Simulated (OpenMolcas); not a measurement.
# Au²⁺ among point charges: CASSCF and CASPT2 levels and susceptibility

How does a field of 4 point charges split the states of Au²⁺, and what χT follows?

Program: OpenMolcas 26.06. Level of theory: state-averaged CASSCF and CASPT2, spin-orbit coupling by RASSI with atomic mean-field integrals. These are calculated values, not measurements, unless marked.

## Step 1: Starting point

- Species: Au²⁺ (gold, Z = 79, 77 electrons)
- Basis: ANO-RCC-VDZP [7s6p4d2f], 59 functions
- Scalar Hamiltonian: DKH2, point nucleus
- Inactive shells: 1s 2s 2p 3s 3p 3d 4s 4p 4d 4f 5s 5p
- Active space: 9 electrons in 5 orbitals (5d)
- Some configurations of this space: 5d⁹
- Orbitals: optimised for each spin and parity, averaged over all roots

The outer shells:

5d9
```
5d [↑↓][↑↓][↑↓][↑↓][↑ ]
```

The ion sits among 4 point charges of -1 e arranged as a tetrahedron (Td), 1.72 Å from the ion.

Each step is its own input file, run in one work folder so that later steps find the files of earlier ones. Labels, J, g values, rates, χT and fits are worked out afterwards by a script from the matrices that RASSI stores.

## Step 2: Basis and integrals

File a.inp:

```
&GATEWAY
Coord
1

Au 0.0 0.0 0.0
Basis=ANO-RCC-VDZP
Group=NoSym
NoMove
AngMom=0.0 0.0 0.0
AMFI
XField
4 Angstrom 0
0.993042 0.993042 0.993042 -1.000000
0.993042 -0.993042 -0.993042 -1.000000
-0.993042 0.993042 -0.993042 -1.000000
-0.993042 -0.993042 0.993042 -1.000000
&SEWARD
```

Command:

```sh
> OMP_NUM_THREADS=1 MOLCAS_MEM=1689 MOLCAS_PROJECT=a pymolcas a.inp > a.log
```

## Step 3: CASSCF: doublets, 5 roots

File a.inp:

```
&RASSCF
FileOrb=start.orb
Symmetry=1
Spin=2
nActEl=9 0 0
Inactive=34
Ras2=5
CIRoot=5 5 1
SDav=5
CIMx=300
Iter=120 100
PrWF=0.3
OrbListing=Nothing
MaxOrb=0
>>> COPY $Project.JobIph JOB001
```

start.orb holds the contracted functions of the basis, ordered by shell, or the orbitals of the step before.

## Step 4: State interaction with spin-orbit coupling

File a.inp:

```
&RASSI
NrOfJobIphs=1 5
1 2 3 4 5
IphNames
JOB001
EJob
SpinOrbit
DIPRint=1.0
SOCoupling=1000.0
Subsets=2
Property=9
'ANGMOM' 1 'ANGMOM' 2 'ANGMOM' 3 'MLTPL  1' 1 'MLTPL  1' 2 'MLTPL  1' 3
'AMFI' 1 'AMFI' 2 'AMFI' 3
SOProperty=3
'ANGMOM' 1 'ANGMOM' 2 'ANGMOM' 3
```

## Step 5: CASPT2: IPEA 0.25, imaginary shift 0.1 (closed shells correlated: 4f 5s 5p)

File a.inp:

```
>>> COPY JOB001 $Project.JobIph
&CASPT2
Multistate=5 1 2 3 4 5
NoMult
Frozen=23
IPEA=0.25
Imaginary=0.1
MaxIter=60
WThr=0.0 0.3 0.05
PrWF=0.5
NoMix
```

(Steps that only read results are left out.)

Before running it: what results should come out? Wanted: spin-free ground state; first state of the same spin within the active space; lowest level; next level.

**Answer**, as computed:

| quantity | value |
| --- | --- |
| method | SS-CASPT2, IPEA 0.25, imaginary shift 0.1 (closed shells correlated: 4f 5s 5p) |
| spin-free ground state | 2T2, 3-fold in its orbital part |
| first state of the same spin within the active space | 2E at 4060 cm⁻¹ |
| lowest level | 2-fold Γ7, g = 1.98, 1.98, 1.98 |
| next level | 2068.0 cm⁻¹ |
| χT at 300 K | 0.62 cm³ K/mol |
| effective moment at 300 K | 2.22 μB |

Cost by method:

| method | time of its own steps | time with the reference |
| --- | --- | --- |
| A. CASSCF | 1.2 s | 1.2 s |
| B. SS-CASPT2, IPEA 0.25, imaginary shift 0.1, +4f 5s 5p | 0.82 s | 2 s |

Times are of one thread on a shared host.

In words: The spin-free ground state (2T2) comes to 100 % from free-ion D terms and keeps the highest spin of the shell. χT at 300 K is 0.62, against 0.38 cm³ K/mol for the spin alone, so orbital moment adds to it. A ligand-field fit to the states below 45000 cm-1 gives 10Dq = -4057 cm-1, the gap between the two states. CASPT2 does not keep the components of a term degenerate, and the means are used. The field of point charges can differ much from that of real complexes. This is an electrostatic model: the charges have no orbitals.
